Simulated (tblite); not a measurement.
# C6H5NP2: the cost of one run

The runs use tblite 0.8.0 and PySCF 2.14.0, with density-fitted response routines of our own; the level of theory stands in each step. All values are computed, except where a source is named. Atoms are numbered from 0 throughout.

## 1. The starting structure

14 atoms, charge 0, multiplicity 1; geometry from: force field or distance geometry start.

Bonds of the start (Å): C0–C1 1.51, C1–C2 1.43, C2–P3 1.82, P3–C4 1.80, C4–C5 1.42, C5–N6 1.17, C4–P7 1.82, P7–C8 1.83, C8–C1 1.41, C0–H9 1.10, C0–H10 1.10, C0–H11 1.10, C2–H12 1.10, C8–H13 1.09.

## 2. Optimising the geometry with GFN2-xTB

What the job is given:

```
{"job": {"kind": "relax", "xc": "GFN2-xTB", "basis": "xTB"}, "charge": 0, "multiplicity": 1}
C     -2.257500     0.483000     0.066300
C     -0.848800    -0.051800     0.033700
C     -0.182500    -0.146200     1.296800
P      1.502000    -0.778800     1.566800
C      2.180000    -0.412900    -0.065400
C      3.514100     0.069700    -0.179700
N      4.605900     0.478100    -0.266400
P      1.357800    -1.040700    -1.560900
C     -0.308300    -0.354200    -1.230800
H     -2.250700     1.575200    -0.019300
H     -2.861700     0.067200    -0.755800
H     -2.778100     0.210400     1.000100
H     -0.737300     0.129200     2.208400
H     -0.935500    -0.228700    -2.115900
```

On the command line:

```
$ OMP_NUM_THREADS=1 python probes_run.py task.json out
```

The driver reads the jobs from task.json and runs them one after another.

**Question.** How long does this first job take on 1 thread of Intel Xeon at 2.50GHz, shared host?

About 1.3 s.
